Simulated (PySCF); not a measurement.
# TiF₆ (-3): ligand-field states

Aim: compute the ligand-field states of TiF₆ (-3).

Computed with PySCF 2.14.0 and routines of our own; the level stands in each step. Atoms count from 0.

## (1) The starting structure

7 atoms, charge -3, states of the metal's open shell are computed; geometry from: model geometry, bond lengths from ionic radii.

## (2) Ligand-field states: state-averaged CASSCF in water

What the job is given:

```
{"job": {"kind": "lf", "basis": {"metal": "x2c-TZVPall", "ligand": "x2c-SVPall"}, "nevpt": true, "solvent": "water"}, "charge": -3, "metal": "Ti", "open_shell": "d1"}
Ti     0.000000     0.000000     0.000000
F      0.000000     0.000000     1.970000
F      0.000000     0.000000    -1.970000
F      1.970000     0.000000     0.000000
F     -1.970000     0.000000     0.000000
F      0.000000     1.970000     0.000000
F     -0.000000    -1.970000     0.000000
```

Level: state-averaged CASSCF of the metal d shell, SC-NEVPT2 on the averaged canonical orbitals, state-interaction spin-orbit coupling.

On the command line:

```bash
> OMP_NUM_THREADS=1 python lf_run.py task.json out
```

This one command runs all jobs of the session in turn.

The program printed:

```text
basis functions 132, electrons 79, active (1e, 5o)
stage 1: DIIS on the effective Fock matrix, level shift 0.30
cycle   1  E = -1449.4025555664  dE = -1.449e+03  max|g| = 1.131e+00
cycle   2  E = -1449.9610848353  dE = -5.585e-01  max|g| = 6.340e-01
cycle   3  E = -1450.0889060624  dE = -1.278e-01  max|g| = 1.987e-01
cycle   4  E = -1450.1319069239  dE = -4.300e-02  max|g| = 9.757e-02
cycle   5  E = -1450.1417882112  dE = -9.881e-03  max|g| = 1.533e-02
cycle   6  E = -1450.1427533573  dE = -9.651e-04  max|g| = 8.627e-03
cycle   7  E = -1450.1429183286  dE = -1.650e-04  max|g| = 4.827e-03
cycle   8  E = -1450.1429327398  dE = -1.441e-05  max|g| = 2.785e-03
cycle   9  E = -1450.1429348885  dE = -2.149e-06  max|g| = 1.503e-03
cycle  10  E = -1450.1429357998  dE = -9.113e-07  max|g| = 7.681e-04
cycle  11  E = -1450.1429360915  dE = -2.917e-07  max|g| = 3.796e-04
cycle  12  E = -1450.1429361411  dE = -4.964e-08  max|g| = 1.853e-04
cycle  13  E = -1450.1429361547  dE = -1.358e-08  max|g| = 8.993e-05
cycle  14  E = -1450.1429361584  dE = -3.698e-09  max|g| = 4.303e-05
cycle  15  E = -1450.1429361594  dE = -9.563e-10  max|g| = 2.055e-05
cycle  16  E = -1450.1429361596  dE = -2.394e-10  max|g| = 9.780e-06
converged average energy = -1450.1429361596

 mult deg   label        CASSCF/cm-1   NEVPT2/cm-1
   2   3   2T2g                0.0           0.0
   2   2   2Eg             16483.5       18145.0

spin-orbit levels / cm-1
      0.00  x4  2T2g 1.00
    216.45  x2  2T2g 1.00
  18219.74  x4  2Eg 1.00
```

It took 9.5 s on 1 thread of Arm Neoverse V1, shared host; peak memory 0.33 GiB.

From this job:

```tsv
quantity	value
spin-orbit constant ζ	139 cm⁻¹
```

Powder susceptibility:

```tsv
T (K)	χT (cm³ K/mol)	μ(eff)
2	0.005	0.20
5	0.012	0.31
10	0.024	0.44
20	0.048	0.62
30	0.071	0.75
50	0.118	0.97
75	0.176	1.19
100	0.229	1.35
150	0.314	1.58
200	0.374	1.73
250	0.416	1.82
300	0.447	1.89
```

The fields below are evaluated on a grid from the run's orbitals.

The spin density lies nearest to Ti0 91 %.

## (3) Ligand-field states: state-averaged CASSCF (axial bond length × 0.9) in water

What the job is given:

```
{"job": {"kind": "lf", "basis": {"metal": "x2c-TZVPall", "ligand": "x2c-SVPall"}, "nevpt": true, "solvent": "water", "reuse": true}, "charge": -3, "metal": "Ti", "open_shell": "d1"}
Ti     0.000000     0.000000     0.000000
F      0.000000     0.000000     1.773000
F      0.000000     0.000000    -1.773000
F      1.970000     0.000000     0.000000
F     -1.970000     0.000000     0.000000
F      0.000000     1.970000     0.000000
F     -0.000000    -1.970000     0.000000
```

Method: state-averaged CASSCF of the metal d shell, SC-NEVPT2 on the averaged canonical orbitals, state-interaction spin-orbit coupling.

The program printed:

```text
basis functions 132, electrons 79, active (1e, 5o)
start from the orbitals of the previous structure
stage 1: DIIS on the effective Fock matrix, level shift 0.30
cycle   1  E = -1448.3394943453  dE = -1.448e+03  max|g| = 2.366e+00
cycle   2  E = -1450.0113004465  dE = -1.672e+00  max|g| = 4.164e-01
cycle   3  E = -1450.0909278744  dE = -7.963e-02  max|g| = 1.235e-01
cycle   4  E = -1450.0979084953  dE = -6.981e-03  max|g| = 6.310e-02
cycle   5  E = -1450.1004625778  dE = -2.554e-03  max|g| = 2.116e-02
cycle   6  E = -1450.1007564464  dE = -2.939e-04  max|g| = 7.977e-03
cycle   7  E = -1450.1008194234  dE = -6.298e-05  max|g| = 3.818e-03
cycle   8  E = -1450.1008347490  dE = -1.533e-05  max|g| = 2.167e-03
cycle   9  E = -1450.1008396527  dE = -4.904e-06  max|g| = 1.148e-03
cycle  10  E = -1450.1008409771  dE = -1.324e-06  max|g| = 6.063e-04
cycle  11  E = -1450.1008414144  dE = -4.373e-07  max|g| = 2.931e-04
cycle  12  E = -1450.1008415586  dE = -1.442e-07  max|g| = 1.348e-04
cycle  13  E = -1450.1008416106  dE = -5.199e-08  max|g| = 6.076e-05
cycle  14  E = -1450.1008416341  dE = -2.343e-08  max|g| = 4.146e-05
cycle  15  E = -1450.1008416444  dE = -1.031e-08  max|g| = 2.868e-05
cycle  16  E = -1450.1008416495  dE = -5.110e-09  max|g| = 1.932e-05
cycle  17  E = -1450.1008416519  dE = -2.408e-09  max|g| = 1.278e-05
cycle  18  E = -1450.1008416531  dE = -1.249e-09  max|g| = 7.563e-06
converged average energy = -1450.1008416531

 mult deg   label        CASSCF/cm-1   NEVPT2/cm-1
   2   1   2B2g                0.0           0.0
   2   2   2Eg              2777.8        3084.2
   2   1   2B1g            16573.2       18254.6
   2   1   2A1g            26366.2       28064.0

spin-orbit levels / cm-1
      0.00  x2  2B2g 1.00
   3013.73  x2  2Eg 1.00
   3164.44  x2  2Eg 1.00
  18260.40  x2  2B1g 1.00
  28069.23  x2  2A1g 1.00
```

Wall time 5.6 s (1 thread of Arm Neoverse V1, shared host); peak memory 0.31 GiB.

From this job:

```tsv
quantity	value
spin-orbit constant ζ	137 cm⁻¹
```

Powder susceptibility:

```tsv
T (K)	χT (cm³ K/mol)	μ(eff)
2	0.348	1.67
20	0.350	1.67
100	0.361	1.70
300	0.387	1.76
```

## (4) Ligand-field states: state-averaged CASSCF (axial bond length × 0.95) in water

The job, as its differences from that of step 3:

```diff
@@ -2,4 +2,4 @@
 Ti     0.000000     0.000000     0.000000
-F      0.000000     0.000000     1.773000
-F      0.000000     0.000000    -1.773000
+F      0.000000     0.000000     1.871500
+F      0.000000     0.000000    -1.871500
 F      1.970000     0.000000     0.000000
```

With the program's defaults for keys left out, this is: state-averaged CASSCF of the metal d shell, SC-NEVPT2 on the averaged canonical orbitals, state-interaction spin-orbit coupling.

The program printed:

```text
basis functions 132, electrons 79, active (1e, 5o)
start from the orbitals of the previous structure
stage 1: DIIS on the effective Fock matrix, level shift 0.30
cycle   1  E = -1449.5472642136  dE = -1.450e+03  max|g| = 1.867e+00
cycle   2  E = -1450.1043641207  dE = -5.571e-01  max|g| = 2.801e-01
cycle   3  E = -1450.1282462386  dE = -2.388e-02  max|g| = 7.729e-02
cycle   4  E = -1450.1303660101  dE = -2.120e-03  max|g| = 2.467e-02
cycle   5  E = -1450.1307495968  dE = -3.836e-04  max|g| = 1.043e-02
cycle   6  E = -1450.1308127340  dE = -6.314e-05  max|g| = 3.429e-03
cycle   7  E = -1450.1308283553  dE = -1.562e-05  max|g| = 1.705e-03
cycle   8  E = -1450.1308316372  dE = -3.282e-06  max|g| = 7.412e-04
cycle   9  E = -1450.1308324972  dE = -8.600e-07  max|g| = 4.034e-04
cycle  10  E = -1450.1308327326  dE = -2.354e-07  max|g| = 2.252e-04
cycle  11  E = -1450.1308328139  dE = -8.129e-08  max|g| = 1.142e-04
cycle  12  E = -1450.1308328421  dE = -2.815e-08  max|g| = 5.449e-05
cycle  13  E = -1450.1308328506  dE = -8.524e-09  max|g| = 2.520e-05
cycle  14  E = -1450.1308328532  dE = -2.651e-09  max|g| = 1.215e-05
cycle  15  E = -1450.1308328541  dE = -8.813e-10  max|g| = 7.263e-06
converged average energy = -1450.1308328541

 mult deg   label        CASSCF/cm-1   NEVPT2/cm-1
   2   1   2B2g                0.0           0.0
   2   2   2Eg              1188.7        1322.1
   2   1   2B1g            16507.2       18178.8
   2   1   2A1g            21029.6       22831.9

spin-orbit levels / cm-1
      0.00  x2  2B2g 0.99
   1256.70  x2  2Eg 1.00
   1409.63  x2  2Eg 0.99
  18188.76  x2  2B1g 1.00
  22841.55  x2  2A1g 1.00
```

It took 5.8 s on 1 thread of Arm Neoverse V1, shared host; peak memory 0.33 GiB.

From this job:

```tsv
quantity	value
spin-orbit constant ζ	138 cm⁻¹
```

Powder susceptibility:

```tsv
T (K)	χT (cm³ K/mol)	μ(eff)
2	0.317	1.59
20	0.322	1.61
100	0.344	1.66
300	0.399	1.79
```

## (5) Ligand-field states: state-averaged CASSCF (axial bond length × 1.05) in water

The job, as its differences from that of step 4:

```diff
@@ -2,4 +2,4 @@
 Ti     0.000000     0.000000     0.000000
-F      0.000000     0.000000     1.871500
-F      0.000000     0.000000    -1.871500
+F      0.000000     0.000000     2.068500
+F      0.000000     0.000000    -2.068500
 F      1.970000     0.000000     0.000000
```

Method: state-averaged CASSCF of the metal d shell, SC-NEVPT2 on the averaged canonical orbitals, state-interaction spin-orbit coupling.

The program printed:

```text
basis functions 132, electrons 79, active (1e, 5o)
start from the orbitals of the previous structure
stage 1: DIIS on the effective Fock matrix, level shift 0.30
cycle   1  E = -1448.9779475631  dE = -1.449e+03  max|g| = 3.531e+00
cycle   2  E = -1450.0838749098  dE = -1.106e+00  max|g| = 4.116e-01
cycle   3  E = -1450.1375695772  dE = -5.369e-02  max|g| = 9.128e-02
cycle   4  E = -1450.1426336891  dE = -5.064e-03  max|g| = 3.340e-02
cycle   5  E = -1450.1437728211  dE = -1.139e-03  max|g| = 1.316e-02
cycle   6  E = -1450.1439477024  dE = -1.749e-04  max|g| = 6.516e-03
cycle   7  E = -1450.1440010725  dE = -5.337e-05  max|g| = 3.992e-03
cycle   8  E = -1450.1440152364  dE = -1.416e-05  max|g| = 2.188e-03
cycle   9  E = -1450.1440187258  dE = -3.489e-06  max|g| = 1.195e-03
cycle  10  E = -1450.1440197525  dE = -1.027e-06  max|g| = 6.407e-04
cycle  11  E = -1450.1440199986  dE = -2.461e-07  max|g| = 3.271e-04
cycle  12  E = -1450.1440200741  dE = -7.549e-08  max|g| = 1.652e-04
cycle  13  E = -1450.1440200941  dE = -1.999e-08  max|g| = 8.501e-05
cycle  14  E = -1450.1440200989  dE = -4.760e-09  max|g| = 4.353e-05
cycle  15  E = -1450.1440201000  dE = -1.085e-09  max|g| = 2.236e-05
cycle  16  E = -1450.1440201002  dE = -2.719e-10  max|g| = 1.141e-05
cycle  17  E = -1450.1440201003  dE = -7.640e-11  max|g| = 5.800e-06
converged average energy = -1450.1440201003

 mult deg   label        CASSCF/cm-1   NEVPT2/cm-1
   2   2   2Eg                 0.0           0.0
   2   1   2B2g              914.6        1009.8
   2   1   2A1g            13585.9       15111.3
   2   1   2B1g            17403.0       19154.5

spin-orbit levels / cm-1
      0.00  x2  2Eg 1.00
    132.35  x2  2Eg 0.99
   1092.79  x2  2B2g 0.99
  15186.08  x2  2A1g 1.00
  19228.92  x2  2B1g 1.00
```

It took 6.9 s on 1 thread of Arm Neoverse V1, shared host; peak memory 0.32 GiB.

From this job:

```tsv
quantity	value
spin-orbit constant ζ	139 cm⁻¹
```

Powder susceptibility:

```tsv
T (K)	χT (cm³ K/mol)	μ(eff)
2	0.005	0.20
20	0.048	0.62
100	0.244	1.40
300	0.426	1.84
```

## (6) Ligand-field states: state-averaged CASSCF (axial bond length × 1.1) in water

The job, as its differences from that of step 5:

```diff
@@ -2,4 +2,4 @@
 Ti     0.000000     0.000000     0.000000
-F      0.000000     0.000000     2.068500
-F      0.000000     0.000000    -2.068500
+F      0.000000     0.000000     2.167000
+F      0.000000     0.000000    -2.167000
 F      1.970000     0.000000     0.000000
```

Level: state-averaged CASSCF of the metal d shell, SC-NEVPT2 on the averaged canonical orbitals, state-interaction spin-orbit coupling.

The program printed:

```text
basis functions 132, electrons 79, active (1e, 5o)
start from the orbitals of the previous structure
stage 1: DIIS on the effective Fock matrix, level shift 0.30
cycle   1  E = -1449.9553260728  dE = -1.450e+03  max|g| = 1.539e+00
cycle   2  E = -1450.1287419811  dE = -1.734e-01  max|g| = 1.527e-01
cycle   3  E = -1450.1373566404  dE = -8.615e-03  max|g| = 3.895e-02
cycle   4  E = -1450.1382221662  dE = -8.655e-04  max|g| = 1.008e-02
cycle   5  E = -1450.1383958921  dE = -1.737e-04  max|g| = 6.519e-03
cycle   6  E = -1450.1384280425  dE = -3.215e-05  max|g| = 3.777e-03
cycle   7  E = -1450.1384392444  dE = -1.120e-05  max|g| = 2.314e-03
cycle   8  E = -1450.1384424568  dE = -3.212e-06  max|g| = 1.305e-03
cycle   9  E = -1450.1384433958  dE = -9.390e-07  max|g| = 6.860e-04
cycle  10  E = -1450.1384436864  dE = -2.905e-07  max|g| = 3.616e-04
cycle  11  E = -1450.1384437594  dE = -7.303e-08  max|g| = 1.855e-04
cycle  12  E = -1450.1384437839  dE = -2.452e-08  max|g| = 9.942e-05
cycle  13  E = -1450.1384437909  dE = -7.001e-09  max|g| = 5.125e-05
cycle  14  E = -1450.1384437927  dE = -1.767e-09  max|g| = 2.651e-05
cycle  15  E = -1450.1384437932  dE = -4.782e-10  max|g| = 1.375e-05
cycle  16  E = -1450.1384437933  dE = -1.473e-10  max|g| = 8.090e-06
converged average energy = -1450.1384437933

 mult deg   label        CASSCF/cm-1   NEVPT2/cm-1
   2   2   2Eg                 0.0           0.0
   2   1   2B2g             1643.5        1809.1
   2   1   2A1g            11128.4       12457.0
   2   1   2B1g            18155.2       19974.6

spin-orbit levels / cm-1
      0.00  x2  2Eg 1.00
    136.90  x2  2Eg 1.00
   1887.05  x2  2B2g 1.00
  12532.14  x2  2A1g 1.00
  20049.03  x2  2B1g 1.00
```

It took 5.3 s on 1 thread of Arm Neoverse V1, shared host; peak memory 0.31 GiB.

In short:

```tsv
quantity	value
spin-orbit constant ζ	139 cm⁻¹
```

Powder susceptibility:

```tsv
T (K)	χT (cm³ K/mol)	μ(eff)
2	0.005	0.20
20	0.048	0.62
100	0.243	1.39
300	0.419	1.83
```

## (7) Ligand-field states: state-averaged CASSCF (axial bond length × 1.2) in water

The job, as its differences from that of step 6:

```diff
@@ -2,4 +2,4 @@
 Ti     0.000000     0.000000     0.000000
-F      0.000000     0.000000     2.167000
-F      0.000000     0.000000    -2.167000
+F      0.000000     0.000000     2.364000
+F      0.000000     0.000000    -2.364000
 F      1.970000     0.000000     0.000000
```

Method: state-averaged CASSCF of the metal d shell, SC-NEVPT2 on the averaged canonical orbitals, state-interaction spin-orbit coupling.

The program printed:

```text
basis functions 132, electrons 79, active (1e, 5o)
start from the orbitals of the previous structure
stage 1: DIIS on the effective Fock matrix, level shift 0.30
cycle   1  E = -1449.7169465703  dE = -1.450e+03  max|g| = 2.262e+00
cycle   2  E = -1450.0929948257  dE = -3.760e-01  max|g| = 2.339e-01
cycle   3  E = -1450.1134223622  dE = -2.043e-02  max|g| = 6.880e-02
cycle   4  E = -1450.1157067334  dE = -2.284e-03  max|g| = 2.807e-02
cycle   5  E = -1450.1164139978  dE = -7.073e-04  max|g| = 1.451e-02
cycle   6  E = -1450.1165561760  dE = -1.422e-04  max|g| = 8.606e-03
cycle   7  E = -1450.1166029754  dE = -4.680e-05  max|g| = 5.384e-03
cycle   8  E = -1450.1166231780  dE = -2.020e-05  max|g| = 3.115e-03
cycle   9  E = -1450.1166280984  dE = -4.920e-06  max|g| = 1.625e-03
cycle  10  E = -1450.1166297352  dE = -1.637e-06  max|g| = 8.192e-04
cycle  11  E = -1450.1166301152  dE = -3.800e-07  max|g| = 4.367e-04
cycle  12  E = -1450.1166302228  dE = -1.076e-07  max|g| = 2.361e-04
cycle  13  E = -1450.1166302578  dE = -3.498e-08  max|g| = 1.247e-04
cycle  14  E = -1450.1166302681  dE = -1.029e-08  max|g| = 6.586e-05
cycle  15  E = -1450.1166302708  dE = -2.663e-09  max|g| = 3.432e-05
cycle  16  E = -1450.1166302716  dE = -7.974e-10  max|g| = 2.098e-05
cycle  17  E = -1450.1166302719  dE = -3.117e-10  max|g| = 1.553e-05
cycle  18  E = -1450.1166302721  dE = -1.683e-10  max|g| = 1.024e-05
cycle  19  E = -1450.1166302721  dE = -6.935e-11  max|g| = 7.291e-06
converged average energy = -1450.1166302721

 mult deg   label        CASSCF/cm-1   NEVPT2/cm-1
   2   2   2Eg                 0.0           0.0
   2   1   2B2g             2758.1        3010.5
   2   1   2A1g             7315.2        8180.2
   2   1   2B1g            19345.6       21256.0

spin-orbit levels / cm-1
      0.00  x2  2Eg 1.00
    139.38  x2  2Eg 1.00
   3086.50  x2  2B2g 1.00
   8257.05  x2  2A1g 1.00
  21330.93  x2  2B1g 1.00
```

It took 6.6 s on 1 thread of Arm Neoverse V1, shared host; peak memory 0.31 GiB.

In short:

```tsv
quantity	value
spin-orbit constant ζ	139 cm⁻¹
```

Powder susceptibility:

```tsv
T (K)	χT (cm³ K/mol)	μ(eff)
2	0.005	0.21
20	0.048	0.62
100	0.241	1.39
300	0.416	1.82
```

## (8) The runs side by side

From the NEVPT2 states (cm⁻¹; the spread is that of the fitted one-electron ligand-field levels):

```tsv
step	setting	ground state	next state	orbital spread	ζ	μ(eff), 300 K
2	as given	2T2g	2Eg at 18145	18145	139	1.89
3	axial bond length × 0.9	2B2g	2Eg at 3084	28064	137	1.76
4	axial bond length × 0.95	2B2g	2Eg at 1322	22832	138	1.79
5	axial bond length × 1.05	2Eg	2B2g at 1010	19154	139	1.84
6	axial bond length × 1.1	2Eg	2B2g at 1809	19975	139	1.83
7	axial bond length × 1.2	2Eg	2B2g at 3010	21256	139	1.82
```

## (9) What came out

| quantity | value |
| --- | --- |
| spin-orbit constant ζ (step 2, state-averaged CASSCF in water) | 139 cm⁻¹ |
| ground multiplicity, μ(eff) at 300 K (step 2, 6 donors at 1.97 Å) | 2, 1.89 μB |
| ground multiplicity, μ(eff) at 300 K (step 3, 6 donors at 1.77 to 1.97 Å) | 2, 1.76 μB |
| ground multiplicity, μ(eff) at 300 K (step 4, 6 donors at 1.87 to 1.97 Å) | 2, 1.79 μB |
| ground multiplicity, μ(eff) at 300 K (step 5, 6 donors at 1.97 to 2.07 Å) | 2, 1.84 μB |
| ground multiplicity, μ(eff) at 300 K (step 6, 6 donors at 1.97 to 2.17 Å) | 2, 1.83 μB |
| ground multiplicity, μ(eff) at 300 K (step 7, 6 donors at 1.97 to 2.36 Å) | 2, 1.82 μB |

In words: In step 2, χT goes from 0.00 at 2 K to 0.45 cm³ K/mol at 300 K, as higher levels fill or mix in. The spread of the ligand-field levels runs from 18145 cm⁻¹ (as given) to 28064 cm⁻¹ (axial bond length × 0.9); μ(eff) at 300 K: 1.76 to 1.89 μB.
